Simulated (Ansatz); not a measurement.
# Te2Mo: the cost of one run

Computed with Ansatz 0.2.0 (DFT LDA, scalar-relativistic, plane waves, PAW, unless a step's input says otherwise).

2 further runs of the same task are left out: 2 set aside as unsound or not needed. Runs told in other sessions of the task aren't counted.

### Step 1. The starting structure

The structure is hexagonal, space group P-6m2 (No. 187). Conventional cell: a = 3.471 Å, b = 3.471 Å, c = 30.207 Å, α = 90.00°, β = 90.00°, γ = 120.00°. Te (site symmetry 3m) is surrounded by 3 Mo at 2.69 Å. Around Mo (site symmetry 3m) lie 6 Te at 2.69 Å. Around Mo (site symmetry -6m2) lie 6 Te at 2.69 Å.

Coordinates:

```
Te Mo
1.0
     3.47100    0.00000    0.00000
    -1.73550    3.00597    0.00000
     0.00000    0.00000   30.20654
Te Mo
6 3
Direct
  0.00000 0.00000 0.94052
  0.33333 0.66667 0.71289
  0.33333 0.66667 0.16825
  0.33333 0.66667 0.83175
  0.33333 0.66667 0.28711
  0.00000 0.00000 0.05948
  0.00000 0.00000 0.77222
  0.00000 0.00000 0.22778
  0.33333 0.66667 0.00000
```

It goes back to an entry of the Materials Project, which need not be the stable form.

It is the result of an earlier relaxation at this level (volume 35.02 Å³/atom; gap on the mesh: 0.83 eV).

### Step 2. The reference cell

The reference gives a free energy of -55494.2281 eV, pressure 0.00 GPa, largest force 0.001 eV/Å and gap on the mesh 0.83 eV. It was computed beforehand with the settings of the runs below.

### Step 3. Normal modes

Contents of input.yaml:

```yaml
crystal:
  lattice:
    - [3.4709964735, 0.0, 0.0]
    - [-1.7354982368, 3.0059711225, 0.0]
    - [0.0, 0.0, 30.2065362563]
  atoms:
    - { symbol: Te, position: [0.0, 0.0, 0.9405159683] }
    - { symbol: Te, position: [0.3333333333, 0.6666666667, 0.7128929968] }
    - { symbol: Te, position: [0.3333333333, 0.6666666667, 0.1682534351] }
    - { symbol: Te, position: [0.3333333333, 0.6666666667, 0.8317465649] }
    - { symbol: Te, position: [0.3333333333, 0.6666666667, 0.2871070032] }
    - { symbol: Te, position: [0.0, 0.0, 0.0594840317] }
    - { symbol: Mo, position: [0.0, 0.0, 0.7722229666] }
    - { symbol: Mo, position: [0.0, 0.0, 0.2277770334] }
    - { symbol: Mo, position: [0.3333333333, 0.6666666667, 0.0] }
basis:
  ecutwfc: 420
kpoints:
  mp_grid: { grid: [12, 12, 1] }
hamiltonian:
  xc: lda
scf:
  occupations: { method: gaussian, width: 0.05 }
output:
  eigenvalues: true
phonons:
  method: fd
  supercell: [1, 1, 1]
  amplitude: 0.02
  eigenvectors: true
  dielectric: false
```

The run is started by

```console
> ansatz run input.yaml --threads 2 --pin off --max-ram 5120MiB --backend cpu --events-out ev --progress --plain --runs-dir out
```

What time and memory should one allow on 2 threads of Intel Xeon 6975P-C (Granite Rapids), shared host?

About 4.2 min, with a peak of 1.7 GiB.
